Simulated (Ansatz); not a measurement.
# C2H6BGaO: geometry optimisation

Aim: relax C2H6BGaO at this level.

Program: Ansatz 0.2.0. Level of theory: RKS PBE-D4/def2-SVP. These are calculated values, not measurements.

## Step 1: The starting structure

SMILES `[CH3][Ga]1[BH]O[CH2]1`, 11 atoms, charge 0, spin multiplicity 1.

Atoms are counted from 1 here; the program's logs count them from 0.

Bond lengths: C1–Ga2 1.981 Å, C1–H6 1.107 Å, C1–H7 1.109 Å, C1–H8 1.111 Å, Ga2–B3 2.137 Å, Ga2–C5 2.073 Å, B3–O4 1.356 Å, B3–H9 1.218 Å, O4–C5 1.477 Å, C5–H10 1.111 Å, C5–H11 1.111 Å. Angles: Ga2–C1–H6 112.5°, Ga2–C1–H7 110.8°, Ga2–C1–H8 108.5°, H6–C1–H7 109.3°, H6–C1–H8 108.1°, H7–C1–H8 107.4°, C1–Ga2–B3 159.9°, C1–Ga2–C5 132.4°, B3–Ga2–C5 67.7°, Ga2–B3–O4 90.7°, Ga2–B3–H9 149.5°, O4–B3–H9 119.8°, B3–O4–C5 111.7°, Ga2–C5–O4 90.0°, Ga2–C5–H10 119.9°, Ga2–C5–H11 120.2°, O4–C5–H10 108.3°, O4–C5–H11 108.3° and more.

Geometry (Å):

```xyz
11

C    -2.19680    0.45873   -0.14575
Ga   -0.31111    0.04945    0.30464
B     1.41217   -0.44358    1.46798
O     2.17844   -0.47421    0.34924
C     1.38904   -0.16852   -0.86076
H    -2.78252    0.78508    0.73564
H    -2.25413    1.23708   -0.93352
H    -2.66932   -0.46138   -0.55250
H     1.91520   -0.67532    2.55320
H     1.83930    0.71839   -1.35598
H     1.47974   -1.02572   -1.56218
```

## Step 2: Relaxation

Input file input.yaml:

```yaml
crystal:
  periodic: [false, false, false]
  atoms:
    - { symbol: C, position_ang: [-2.196803, 0.458733, -0.145754] }
    - { symbol: Ga, position_ang: [-0.311114, 0.049446, 0.304641] }
    - { symbol: B, position_ang: [1.412174, -0.443583, 1.467979] }
    - { symbol: O, position_ang: [2.178438, -0.474206, 0.349243] }
    - { symbol: C, position_ang: [1.389035, -0.16852, -0.860759] }
    - { symbol: H, position_ang: [-2.78252, 0.785081, 0.735644] }
    - { symbol: H, position_ang: [-2.254134, 1.237082, -0.93352] }
    - { symbol: H, position_ang: [-2.66932, -0.461382, -0.5525] }
    - { symbol: H, position_ang: [1.915197, -0.675323, 2.553203] }
    - { symbol: H, position_ang: [1.8393, 0.718391, -1.355981] }
    - { symbol: H, position_ang: [1.479738, -1.025719, -1.562185] }
basis:
  gaussian: { orbitals: def2-SVP }
hamiltonian:
  xc: pbe
  dispersion: d4
output:
  forces: true
relax:
  f_tol: 0.003
  max_steps: 120
```

Launch:

```sh
$ ansatz run input.yaml --threads 1 --pin off --max-ram 2560MiB --backend cpu --events-out ev --progress --plain --runs-dir out
```

Output:

```text
Warning: RAYON_NUM_THREADS=1 ignored (pool sized by the plan → 1); use --threads N
The last accepted step is kept in <dir> (removed where the run ends without a failure and the disk answers)
Engine: ansatz 0.2.0, aarch64-unknown-linux-gnu
Functional definition: PBE
  parameter kappa = 0.804
  parameter beta = 0.06672455060314922
  exchange = pbe_x(kappa = kappa, mu = beta*pi^2/3)
  correlation = pbe_c(beta = beta)
1316 factors; their error is unknown
mean field evaluation 1: about -57234.1416 eV, gradient 7.8e1 eV
mean field evaluation 2: about -57164.3231 eV, gradient 1.7e2 eV
mean field evaluation 4: about -57247.9101 eV, gradient 8.9e0 eV
mean field evaluation 8: about -57248.1019 eV, gradient 2.0e-1 eV
mean field evaluation 16: about -57248.0488 eV, gradient 7.3e-4 eV
mean field -57248.04875723 eV, -2103.8269877070 hartree, gradient 7.0e-5 eV, S^2 0.000000; 0 other end points of the search recorded, 0 dependent functions left out
the calculation of the forces begins
reference -57248.04879667 eV, -2103.8269891566 hartree; 31, 31 occupied and 87, 87 virtual orbitals, 1316 factors
relax step   1: F+E_penalty+E_count = -57248.26007697 eV  Δ(F+E_penalty+E_count) = +0.000e0 eV  max|allowed force component| = 1.631e-2 eV/Å  Δτ_max = 0.0000 Å  (27 SCF iters, accepted)
these checks for a lower state are left out or cut short: starts, cluster_reference, orbital_swaps, neighbouring_geometries, increment
1316 factors; their error is unknown
mean field -57248.04882722 eV, -2103.8269902792 hartree, gradient 2.2e-5 eV, S^2 0.000000; 0 other end points of the search recorded, 0 dependent functions left out
the calculation of the forces begins
reference -57248.04886667 eV, -2103.8269917288 hartree; 31, 31 occupied and 87, 87 virtual orbitals, 1316 factors
relax step   2: F+E_penalty+E_count = -57248.26014632 eV  Δ(F+E_penalty+E_count) = -6.935e-5 eV  max|allowed force component| = 6.951e-3 eV/Å  Δτ_max = 0.0093 Å  (31 SCF iters, accepted)
these checks for a lower state are left out or cut short: starts, cluster_reference, orbital_swaps, neighbouring_geometries, increment
1316 factors; their error is unknown
mean field evaluation 32: about -57248.0489 eV, gradient 2.2e-5 eV
mean field -57248.04894794 eV, -2103.8269947156 hartree, gradient 2.2e-5 eV, S^2 0.000000; 0 other end points of the search recorded, 0 dependent functions left out
the calculation of the forces begins
reference -57248.04898740 eV, -2103.8269961657 hartree; 31, 31 occupied and 87, 87 virtual orbitals, 1316 factors
relax step   3: F+E_penalty+E_count = -57248.26027228 eV  Δ(F+E_penalty+E_count) = -1.260e-4 eV  max|allowed force component| = 2.884e-2 eV/Å  Δτ_max = 0.0409 Å  (28 SCF iters, accepted)
these checks for a lower state are left out or cut short: starts, cluster_reference, orbital_swaps, neighbouring_geometries, increment
1316 factors; their error is unknown
mean field -57248.04899014 eV, -2103.8269962663 hartree, gradient 2.2e-5 eV, S^2 0.000000; 0 other end points of the search recorded, 0 dependent functions left out
the calculation of the forces begins
reference -57248.04902961 eV, -2103.8269977168 hartree; 31, 31 occupied and 87, 87 virtual orbitals, 1316 factors
relax step   4: F+E_penalty+E_count = -57248.26032212 eV  Δ(F+E_penalty+E_count) = -4.984e-5 eV  max|allowed force component| = 4.029e-2 eV/Å  Δτ_max = 0.0204 Å  (30 SCF iters, accepted)
these checks for a lower state are left out or cut short: starts, cluster_reference, orbital_swaps, neighbouring_geometries, increment
1316 factors; their error is unknown
mean field -57248.04912339 eV, -2103.8270011631 hartree, gradient 2.2e-5 eV, S^2 0.000000; 0 other end points of the search recorded, 0 dependent functions left out
the calculation of the forces begins
reference -57248.04916287 eV, -2103.8270026139 hartree; 31, 31 occupied and 87, 87 virtual orbitals, 1316 factors
relax step   5: F+E_penalty+E_count = -57248.26046157 eV  Δ(F+E_penalty+E_count) = -1.394e-4 eV  max|allowed force component| = 3.344e-2 eV/Å  Δτ_max = 0.0079 Å  (31 SCF iters, accepted)
these checks for a lower state are left out or cut short: starts, cluster_reference, orbital_swaps, neighbouring_geometries, increment
1316 factors; their error is unknown
mean field -57248.04923708 eV, -2103.8270053414 hartree, gradient 2.2e-5 eV, S^2 0.000000; 0 other end points of the search recorded, 0 dependent functions left out
the calculation of the forces begins
reference -57248.04927658 eV, -2103.8270067928 hartree; 31, 31 occupied and 87, 87 virtual orbitals, 1316 factors
relax step   6: F+E_penalty+E_count = -57248.26059172 eV  Δ(F+E_penalty+E_count) = -1.301e-4 eV  max|allowed force component| = 2.338e-2 eV/Å  Δτ_max = 0.0210 Å  (30 SCF iters, accepted)
these checks for a lower state are left out or cut short: starts, cluster_reference, orbital_swaps, neighbouring_geometries, increment
1316 factors; their error is unknown
mean field -57248.04931934 eV, -2103.8270083643 hartree, gradient 2.2e-5 eV, S^2 0.000000; 0 other end points of the search recorded, 0 dependent functions left out
the calculation of the forces begins
reference -57248.04935886 eV, -2103.8270098167 hartree; 31, 31 occupied and 87, 87 virtual orbitals, 1316 factors
relax step   7: F+E_penalty+E_count = -57248.26069522 eV  Δ(F+E_penalty+E_count) = -1.035e-4 eV  max|allowed force component| = 2.810e-2 eV/Å  Δτ_max = 0.0323 Å  (29 SCF iters, accepted)
these checks for a lower state are left out or cut short: starts, cluster_reference, orbital_swaps, neighbouring_geometries, increment
1316 factors; their error is unknown
mean field evaluation 64: about -57248.0494 eV, gradient 4.4e-5 eV
mean field -57248.04937113 eV, -2103.8270102676 hartree, gradient 2.2e-5 eV, S^2 0.000000; 0 other end points of the search recorded, 0 dependent functions left out
the calculation of the forces begins
reference -57248.04941068 eV, -2103.8270117207 hartree; 31, 31 occupied and 87, 87 virtual orbitals, 1316 factors
relax step   8: F+E_penalty+E_count = -57248.26075712 eV  Δ(F+E_penalty+E_count) = -6.190e-5 eV  max|allowed force component| = 3.655e-2 eV/Å  Δτ_max = 0.0239 Å  (29 SCF iters, accepted)
these checks for a lower state are left out or cut short: starts, cluster_reference, orbital_swaps, neighbouring_geometries, increment
1316 factors; their error is unknown
mean field -57248.04946451 eV, -2103.8270136992 hartree, gradient 2.2e-5 eV, S^2 0.000000; 0 other end points of the search recorded, 0 dependent functions left out
the calculation of the forces begins
reference -57248.04950407 eV, -2103.8270151530 hartree; 31, 31 occupied and 87, 87 virtual orbitals, 1316 factors
relax step   9: F+E_penalty+E_count = -57248.26085437 eV  Δ(F+E_penalty+E_count) = -9.724e-5 eV  max|allowed force component| = 2.586e-2 eV/Å  Δτ_max = 0.0192 Å  (29 SCF iters, accepted)
these checks for a lower state are left out or cut short: starts, cluster_reference, orbital_swaps, neighbouring_geometries, increment
1316 factors; their error is unknown
mean field -57248.04955115 eV, -2103.8270168831 hartree, gradient 2.2e-5 eV, S^2 0.000000; 0 other end points of the search recorded, 0 dependent functions left out
the calculation of the forces begins
reference -57248.04959073 eV, -2103.8270183377 hartree; 31, 31 occupied and 87, 87 virtual orbitals, 1316 factors
relax step  10: F+E_penalty+E_count = -57248.26094244 eV  Δ(F+E_penalty+E_count) = -8.807e-5 eV  max|allowed force component| = 5.159e-3 eV/Å  Δτ_max = 0.0199 Å  (30 SCF iters, accepted)
these checks for a lower state are left out or cut short: starts, cluster_reference, orbital_swaps, neighbouring_geometries, increment
1316 factors; their error is unknown
mean field -57248.04953348 eV, -2103.8270162336 hartree, gradient 2.1e-5 eV, S^2 0.000000; 0 other end points of the search recorded, 0 dependent functions left out
the calculation of the forces begins
reference -57248.04957312 eV, -2103.8270176905 hartree; 31, 31 occupied and 87, 87 virtual orbitals, 1316 factors
relax step  11: F+E_penalty+E_count = -57248.26092855 eV  Δ(F+E_penalty+E_count) = +1.389e-5 eV  max|allowed force component| = 3.163e-2 eV/Å  Δτ_max = 0.0443 Å  (29 SCF iters, rejected (line search))
these checks for a lower state are left out or cut short: starts, cluster_reference, orbital_swaps, neighbouring_geometries, increment
1316 factors; their error is unknown
mean field -57248.04957251 eV, -2103.8270176679 hartree, gradient 2.2e-5 eV, S^2 0.000000; 0 other end points of the search recorded, 0 dependent functions left out
the calculation of the forces begins
reference -57248.04961211 eV, -2103.8270191234 hartree; 31, 31 occupied and 87, 87 virtual orbitals, 1316 factors
relax step  12: F+E_penalty+E_count = -57248.26095820 eV  Δ(F+E_penalty+E_count) = -1.576e-5 eV  max|allowed force component| = 1.860e-2 eV/Å  Δτ_max = 0.0218 Å  (30 SCF iters, accepted)
these checks for a lower state are left out or cut short: starts, cluster_reference, orbital_swaps, neighbouring_geometries, increment
1316 factors; their error is unknown
mean field evaluation 96: about -57248.0971 eV, gradient 1.1e0 eV
mean field -57248.04963707 eV, -2103.8270200406 hartree, gradient 2.2e-5 eV, S^2 0.000000; 0 other end points of the search recorded, 0 dependent functions left out
the calculation of the forces begins
reference -57248.04967673 eV, -2103.8270214979 hartree; 31, 31 occupied and 87, 87 virtual orbitals, 1316 factors
relax step  13: F+E_penalty+E_count = -57248.26102394 eV  Δ(F+E_penalty+E_count) = -6.574e-5 eV  max|allowed force component| = 1.522e-2 eV/Å  Δτ_max = 0.0331 Å  (29 SCF iters, accepted)
these checks for a lower state are left out or cut short: starts, cluster_reference, orbital_swaps, neighbouring_geometries, increment
1316 factors; their error is unknown
mean field -57248.04965557 eV, -2103.8270207203 hartree, gradient 2.2e-5 eV, S^2 0.000000; 0 other end points of the search recorded, 0 dependent functions left out
the calculation of the forces begins
reference -57248.04969524 eV, -2103.8270221782 hartree; 31, 31 occupied and 87, 87 virtual orbitals, 1316 factors
relax step  14: F+E_penalty+E_count = -57248.26104367 eV  Δ(F+E_penalty+E_count) = -1.973e-5 eV  max|allowed force component| = 5.923e-3 eV/Å  Δτ_max = 0.0086 Å  (31 SCF iters, accepted)
these checks for a lower state are left out or cut short: starts, cluster_reference, orbital_swaps, neighbouring_geometries, increment
1316 factors; their error is unknown
mean field -57248.04966398 eV, -2103.8270210293 hartree, gradient 2.2e-5 eV, S^2 0.000000; 0 other end points of the search recorded, 0 dependent functions left out
the calculation of the forces begins
reference -57248.04970366 eV, -2103.8270224877 hartree; 31, 31 occupied and 87, 87 virtual orbitals, 1316 factors
relax step  15: F+E_penalty+E_count = -57248.26105441 eV  Δ(F+E_penalty+E_count) = -1.073e-5 eV  max|allowed force component| = 5.073e-3 eV/Å  Δτ_max = 0.0107 Å  (31 SCF iters, accepted)
these checks for a lower state are left out or cut short: starts, cluster_reference, orbital_swaps, neighbouring_geometries, increment
1316 factors; their error is unknown
mean field -57248.04966751 eV, -2103.8270211591 hartree, gradient 2.2e-5 eV, S^2 0.000000; 0 other end points of the search recorded, 0 dependent functions left out
the calculation of the forces begins
reference -57248.04970721 eV, -2103.8270226183 hartree; 31, 31 occupied and 87, 87 virtual orbitals, 1316 factors
relax step  16: F+E_penalty+E_count = -57248.26106200 eV  Δ(F+E_penalty+E_count) = -7.589e-6 eV  max|allowed force component| = 6.996e-3 eV/Å  Δτ_max = 0.0186 Å  (29 SCF iters, accepted)
these checks for a lower state are left out or cut short: starts, cluster_reference, orbital_swaps, neighbouring_geometries, increment
1316 factors; their error is unknown
mean field evaluation 128: about -57248.0497 eV, gradient 1.1e-5 eV
mean field -57248.04967067 eV, -2103.8270212754 hartree, gradient 1.1e-5 eV, S^2 0.000000; 0 other end points of the search recorded, 0 dependent functions left out
the calculation of the forces begins
reference -57248.04971038 eV, -2103.8270227346 hartree; 31, 31 occupied and 87, 87 virtual orbitals, 1316 factors
relax step  17: F+E_penalty+E_count = -57248.26106496 eV  Δ(F+E_penalty+E_count) = -2.962e-6 eV  max|allowed force component| = 2.793e-3 eV/Å  Δτ_max = 0.0023 Å  (22 SCF iters, accepted)
these checks for a lower state are left out or cut short: starts, cluster_reference, orbital_swaps, neighbouring_geometries, increment
1316 factors; their error is unknown
mean field -57248.04967201 eV, -2103.8270213247 hartree, gradient 1.9e-5 eV, S^2 0.000000; 0 other end points of the search recorded, 0 dependent functions left out
the calculation of the forces begins
reference -57248.04971172 eV, -2103.8270227840 hartree; 31, 31 occupied and 87, 87 virtual orbitals, 1316 factors
relax step  18: F+E_penalty+E_count = -57248.26106566 eV  Δ(F+E_penalty+E_count) = -6.974e-7 eV  max|allowed force component| = 1.738e-3 eV/Å  Δτ_max = 0.0041 Å  (22 SCF iters, accepted)
these checks for a lower state are left out or cut short: starts, cluster_reference, orbital_swaps, neighbouring_geometries, increment
1316 factors; their error is unknown
mean field -57248.04967258 eV, -2103.8270213457 hartree, gradient 2.2e-5 eV, S^2 0.000000; 0 other end points of the search recorded, 0 dependent functions left out
the calculation of the forces begins
reference -57248.04971230 eV, -2103.8270228053 hartree; 31, 31 occupied and 87, 87 virtual orbitals, 1316 factors
relax step  19: F+E_penalty+E_count = -57248.26106599 eV  Δ(F+E_penalty+E_count) = -3.289e-7 eV  max|allowed force component| = 1.563e-3 eV/Å  Δτ_max = 0.0050 Å  (21 SCF iters, accepted)
1316 factors; their error is unknown
mean field evaluation 160: about -57248.0497 eV, gradient 7.7e-5 eV
mean field -57248.04967258 eV, -2103.8270213457 hartree, gradient 2.2e-5 eV, S^2 0.000000; 1 other end points of the search recorded, 0 dependent functions left out
the calculation of the forces begins
reference -57248.04971230 eV, -2103.8270228053 hartree; 31, 31 occupied and 87, 87 virtual orbitals, 1316 factors
Total energy: -57248.26110570 eV, -2103.8347913695 hartree
Atom 0 at    -2.196117     0.457581    -0.142382 Å, force     0.000588    -0.000630    -0.000670 eV/Å
Atom 1 at    -0.312865     0.045424     0.313607 Å, force    -0.000897    -0.000517     0.000223 eV/Å
Atom 2 at     1.429428    -0.379432     1.475589 Å, force     0.000154     0.001563     0.001557 eV/Å
Atom 3 at     2.180171    -0.466467     0.349075 Å, force     0.000631    -0.000345    -0.000504 eV/Å
Atom 4 at     1.371289    -0.229725    -0.863654 Å, force     0.000197    -0.000667    -0.000486 eV/Å
Atom 5 at    -2.846758     0.536401     0.749747 Å, force    -0.000269     0.000047     0.001028 eV/Å
Atom 6 at    -2.240738     1.414360    -0.703935 Å, force    -0.000025     0.000755    -0.000434 eV/Å
Atom 7 at    -2.597787    -0.333412    -0.810052 Å, force     0.000122    -0.000076    -0.000015 eV/Å
Atom 8 at     1.948749    -0.549275     2.564076 Å, force    -0.000436    -0.000675    -0.000572 eV/Å
Atom 9 at     1.811625     0.628984    -1.414513 Å, force     0.000105     0.000401    -0.000069 eV/Å
Atom 10 at     1.452994    -1.124438    -1.517546 Å, force    -0.000171     0.000144    -0.000058 eV/Å
Dipole moment:    -0.365540     0.087995    -0.224562 e Å
```

It took 78 s on 1 thread of Arm Neoverse V2, shared host; peak memory 0.16 GiB.

Relaxation path:

```tsv
step	energy from step 1 (eV)	largest force component (eV/Å)
1	0.0000	0.0163
2	-0.0001	0.0070
3	-0.0002	0.0288
4	-0.0002	0.0403
5	-0.0004	0.0334
6	-0.0005	0.0234
7	-0.0006	0.0281
8	-0.0007	0.0365
9	-0.0008	0.0259
10	-0.0009	0.0052
11	-0.0009	0.0316
12	-0.0009	0.0186
13	-0.0009	0.0152
14	-0.0010	0.0059
15	-0.0010	0.0051
16	-0.0010	0.0070
17	-0.0010	0.0028
18	-0.0010	0.0017
19	-0.0010	0.0016
```

Distances of close pairs at the start and the end, largest changes first:

```tsv
bond	before (Å)	after (Å)	change (Å)
C1–H7	1.109	1.110	+0.001
C1–H8	1.111	1.110	-0.001
B3–H9	1.218	1.218	-0.000
C1–H6	1.107	1.107	-0.000
Ga2–C5	2.073	2.073	+0.000
C1–Ga2	1.981	1.981	-0.000
B3–O4	1.356	1.357	+0.000
O4–C5	1.477	1.477	+0.000
```

## Step 3: Summary of results

| quantity | value |
| --- | --- |
| energy gained | 0.0010 eV |
| root mean square move | 0.162 Å |
| dipole moment | 2.10 D |

What this shows: Bond lengths: C1–Ga2 1.981 Å, C1–H6 1.107 Å, C1–H7 1.110 Å, C1–H8 1.110 Å, Ga2–B3 2.137 Å, Ga2–C5 2.073 Å, B3–O4 1.357 Å, B3–H9 1.218 Å, O4–C5 1.477 Å, C5–H10 1.111 Å, C5–H11 1.111 Å. Angles: Ga2–C1–H6 112.8°, Ga2–C1–H7 109.5°, Ga2–C1–H8 109.5°, H6–C1–H7 108.8°, H6–C1–H8 108.8°, H7–C1–H8 107.2°, C1–Ga2–B3 160.3°, C1–Ga2–C5 132.0°, B3–Ga2–C5 67.7°, Ga2–B3–O4 90.7°, Ga2–B3–H9 149.5°, O4–B3–H9 119.8°, B3–O4–C5 111.6°, Ga2–C5–O4 90.0°, Ga2–C5–H10 120.1°, Ga2–C5–H11 120.0°, O4–C5–H10 108.3°, O4–C5–H11 108.3° and more. No frequencies were computed here.
